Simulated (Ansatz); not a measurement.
**H3NO2SW: small, medium and large basis sets**

How large a basis does H3NO2SW need? Two functionals are run in growing sets.

Program: Ansatz 0.2.0, Gaussian basis. Level of theory: one geometry, several basis sets. These are calculated values, not measurements.

The runs, in order: PBE0-D4/def2-SVP; ωB97M-V/def2-SVP; PBE0-D4/def2-QZVPP; ωB97M-V/def2-QZVPP; the functionals' def2-TZVPP values are taken from earlier runs.

## (1) The relaxed structure

The geometry comes from an earlier relaxation with PBE0-D4 in a triple-zeta def2 set; it is a stationary point, not always the lowest conformer. W takes the def2 core potential; no spin-orbit term is included.

SMILES `[NH2][W](=[O])([OH])=[S]`, 8 atoms, charge 0, spin multiplicity 1.

Atoms are counted from 1 here; the program's logs count them from 0.

Bond lengths: N1–W2 1.929 Å, N1–H6 1.009 Å, N1–H7 1.009 Å, W2–O3 1.699 Å, W2–O4 1.885 Å, W2–S5 2.141 Å, O4–H8 0.960 Å. Angles: W2–N1–H6 124.2°, W2–N1–H7 122.8°, H6–N1–H7 111.9°, N1–W2–O3 106.9°, N1–W2–O4 110.7°, N1–W2–S5 108.4°, O3–W2–O4 109.8°, O3–W2–S5 111.8°, O4–W2–S5 109.3°, W2–O4–H8 123.3°.

## (2) PBE0-D4 in def2-SVP

File in.yaml:

```yaml
crystal:
  periodic: [false, false, false]
  atoms:
    - {symbol: N, position_ang: [-0.715896, 1.156715, 0.497790]}
    - {symbol: W, position_ang: [0.488026, -0.170892, -0.216573]}
    - {symbol: O, position_ang: [1.666667, -0.460045, 0.972042]}
    - {symbol: O, position_ang: [-0.435999, -1.768798, -0.600313]}
    - {symbol: S, position_ang: [1.350063, 0.599280, -2.018975]}
    - {symbol: H, position_ang: [-1.189502, 1.850935, -0.060170]}
    - {symbol: H, position_ang: [-0.792254, 1.351385, 1.484946]}
    - {symbol: H, position_ang: [-0.371104, -2.558569, -0.058738]}
basis:
  gaussian: {orbitals: def2-SVP}
hamiltonian: {xc: pbe0, dispersion: d4}
output: {orbitals: {seedname: orbitals}}
```

The run is started by

```sh
$ ansatz run in.yaml --threads 4 --pin off --events-out ev --progress --plain --max-ram 10444MiB
```

After this run come: ωB97M-V in def2-SVP; PBE0-D4 in def2-QZVPP; ωB97M-V in def2-QZVPP.

**Question.** What will the summary of the whole plan be? Wanted: PBE0-D4: double and triple zeta above quadruple; ωB97M-V: double and triple zeta above quadruple.

As calculated:

| quantity | value |
| --- | --- |
| PBE0-D4: double and triple zeta above quadruple | 12.02, 0.67 eV |
| ωB97M-V: double and triple zeta above quadruple | 12.17, 0.63 eV |

In words: For PBE0-D4 the step from double to triple zeta gains 11.35 eV and the next only 0.67 eV. These are total energies; as a rule much of such shifts cancels in differences, which this series doesn't test.
